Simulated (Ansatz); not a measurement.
# Bis(diethylamino)silane (BDEAS) (C8H22N2Si): a ladder of functionals and wavefunction methods

How much do the methods differ for bis(diethylamino)silane (BDEAS) (C8H22N2Si)? The plan is to run it at one geometry with functionals of several rungs and with coupled cluster, and see how far each lands from CCSD(T) at the basis-set limit for the atomisation energy.

The runs use Ansatz 0.2.0, Gaussian basis; functionals in def2-TZVPP, the program's frozen cores in correlated methods.

The runs, in order: LDA (SPW92), PBE-D4, revPBE-D4, BLYP-D4, r2SCAN-D4, B97M-V, PBE0-D4, B3LYP-D4, r2SCANh-D4, r2SCAN0-D4, HSE06-D4, BHLYP-D4, CAM-B3LYP-D4, LC-ωPBE, ωB97X-V, ωB97M-V, B2PLYP, PBE-QIDH; CCSD(T)/def2-SVP; CCSD(T)/def2-TZVPP; MP2/def2-QZVPP; extrapolation to the limit; RPA on PBE.

### 1 The relaxed structure

The geometry comes from an earlier relaxation with PBE0-D4 in a triple-zeta def2 set; it is a stationary point, not always the lowest conformer.

SMILES `CCN(CC)[SiH2]N(CC)CC`, 33 atoms, charge 0, spin multiplicity 1.

Atoms are counted from 1 here; the program's logs count them from 0.

Bond lengths: C1–C2 1.521 Å, C1–H12 1.093 Å, C1–H13 1.093 Å, C1–H14 1.092 Å, C2–N3 1.450 Å, C2–H15 1.096 Å, C2–H16 1.097 Å, N3–C4 1.447 Å, N3–Si6 1.713 Å, C4–C5 1.522 Å, C4–H17 1.098 Å, C4–H18 1.094 Å, C5–H19 1.093 Å, C5–H20 1.093 Å, C5–H21 1.093 Å, Si6–N7 1.715 Å, Si6–H22 1.491 Å, Si6–H23 1.493 Å and more. Angles: C2–C1–H12 110.8°, C2–C1–H13 111.4°, C2–C1–H14 110.4°, H12–C1–H13 107.7°, H12–C1–H14 108.4°, H13–C1–H14 108.1°, C1–C2–N3 113.8°, C1–C2–H15 108.9°, C1–C2–H16 109.7°, N3–C2–H15 108.6°, N3–C2–H16 110.0°, H15–C2–H16 105.5°, C2–N3–C4 116.4°, C2–N3–Si6 119.5°, C4–N3–Si6 124.0°, N3–C4–C5 114.1°, N3–C4–H17 109.7°, N3–C4–H18 108.3° and more.

### 2 LDA

This LDA is Slater exchange with PW92 correlation.

File in.yaml:

```yaml
crystal:
  periodic: [false, false, false]
  atoms:
    - {symbol: C, position_ang: [-0.974635, -0.774251, -2.202329]}
    - {symbol: C, position_ang: [-0.345523, 0.585842, -1.943164]}
    - {symbol: N, position_ang: [-0.698758, 1.159249, -0.659091]}
    - {symbol: C, position_ang: [-1.997855, 1.790705, -0.572623]}
    - {symbol: C, position_ang: [-2.066635, 3.163725, -1.224732]}
    - {symbol: Si, position_ang: [0.433920, 1.115226, 0.625693]}
    - {symbol: N, position_ang: [0.949350, -0.472956, 1.018326]}
    - {symbol: C, position_ang: [2.329954, -0.905693, 0.995127]}
    - {symbol: C, position_ang: [2.653263, -1.863385, -0.142234]}
    - {symbol: C, position_ang: [-0.025112, -1.441721, 1.480317]}
    - {symbol: C, position_ang: [-0.028346, -1.641705, 2.988456]}
    - {symbol: H, position_ang: [-0.701744, -1.146353, -3.193601]}
    - {symbol: H, position_ang: [-2.065115, -0.723908, -2.155931]}
    - {symbol: H, position_ang: [-0.636668, -1.497876, -1.458041]}
    - {symbol: H, position_ang: [0.744898, 0.487785, -1.993769]}
    - {symbol: H, position_ang: [-0.615634, 1.278803, -2.750193]}
    - {symbol: H, position_ang: [-2.758726, 1.136041, -1.018524]}
    - {symbol: H, position_ang: [-2.263948, 1.885228, 0.484178]}
    - {symbol: H, position_ang: [-1.802885, 3.120661, -2.284140]}
    - {symbol: H, position_ang: [-3.076632, 3.576402, -1.152289]}
    - {symbol: H, position_ang: [-1.376802, 3.855107, -0.735136]}
    - {symbol: H, position_ang: [1.707432, 1.823686, 0.308726]}
    - {symbol: H, position_ang: [-0.285998, 1.795024, 1.742745]}
    - {symbol: H, position_ang: [2.598934, -1.372299, 1.952171]}
    - {symbol: H, position_ang: [2.964537, -0.019618, 0.907171]}
    - {symbol: H, position_ang: [2.044505, -2.769315, -0.094926]}
    - {symbol: H, position_ang: [2.471957, -1.387753, -1.109163]}
    - {symbol: H, position_ang: [3.702068, -2.169495, -0.102035]}
    - {symbol: H, position_ang: [-1.017658, -1.108857, 1.157021]}
    - {symbol: H, position_ang: [0.134960, -2.406315, 0.981157]}
    - {symbol: H, position_ang: [-0.782225, -2.378103, 3.279329]}
    - {symbol: H, position_ang: [0.939087, -1.999569, 3.348026]}
    - {symbol: H, position_ang: [-0.250364, -0.702212, 3.499780]}
basis:
  gaussian: {orbitals: def2-TZVPP}
hamiltonian: {xc: lda}
output: {orbitals: {seedname: orbitals}}
```

On the command line:

```console
ansatz run in.yaml --threads 11 --pin off --events-out ev --progress --plain --max-ram 110592MiB --backend cuda --devices 0, --max-vram 75GiB
```

The runs that follow: PBE-D4 (GGA); revPBE-D4 (GGA); BLYP-D4 (GGA); r2SCAN-D4 (meta-GGA); B97M-V (meta-GGA); PBE0-D4 (hybrid); B3LYP-D4 (hybrid); r2SCANh-D4 (hybrid); r2SCAN0-D4 (hybrid); HSE06-D4 (hybrid); BHLYP-D4 (hybrid); CAM-B3LYP-D4 (range-separated); LC-ωPBE (range-separated); ωB97X-V (range-separated); ωB97M-V (range-separated); B2PLYP (double hybrid); PBE-QIDH (double hybrid); CCSD(T) in def2-SVP; CCSD(T) in def2-TZVPP; MP2 in def2-QZVPP; RPA on PBE orbitals.

Q: Predict the results of all the runs planned. Wanted: atomisation energy, CCSD(T)/CBS; farthest beyond LDA; mean size of error, GGA; mean size of error, meta-GGA; mean size of error, hybrid; mean size of error, range-separated; mean size of error, double hybrid; gap, smallest and largest; T1 diagnostic.

As calculated:

```
                                quantity                                                                                             value
         atomisation energy, CCSD(T)/CBS                                                                                   3046.2 kcal/mol
functionals within 15.2 kcal/mol (0.5 %)  revPBE-D4, BLYP-D4, r2SCAN-D4, B97M-V, B3LYP-D4, r2SCANh-D4, LC-ωPBE, ωB97X-V, ωB97M-V, PBE-QIDH
                     farthest beyond LDA                                                                         BHLYP-D4 (-59.4 kcal/mol)
                 mean size of error, GGA                                                                                     23.2 kcal/mol
            mean size of error, meta-GGA                                                                                      2.1 kcal/mol
              mean size of error, hybrid                                                                                     23.6 kcal/mol
     mean size of error, range-separated                                                                                     12.8 kcal/mol
       mean size of error, double hybrid                                                                                     20.6 kcal/mol
               gap, smallest and largest                                                         4.74 eV (LDA (SPW92)), 11.69 eV (LC-ωPBE)
                           T1 diagnostic                                                                                            0.0105
 triples share of the correlation energy                                                                                             3.9 %
```

In words: The LDA atomisation energy is off by 413.5 kcal/mol (14 %): it overbinds. PBE-D4 misses by +53.2 kcal/mol. Double hybrids carry the basis error of their MP2 part in triple zeta, and no dispersion term here, so their miss is partly the set-up's. The rungs meta-GGA, range-separated miss on average by less than the doubt on the reference (15.2 kcal/mol), so they tie. The reference freezes the cores and leaves out relativity and excitations past (T), so misses under about 15.2 kcal/mol can't be ranked. Hartree-Fock recovers 74 % of the binding; the rest is correlation. CCSD(T) in def2-SVP is off by -133.0 kcal/mol, which most functionals beat. The gap grows from 4.7 to 11.7 eV across the functionals, mostly with the share of exact exchange.
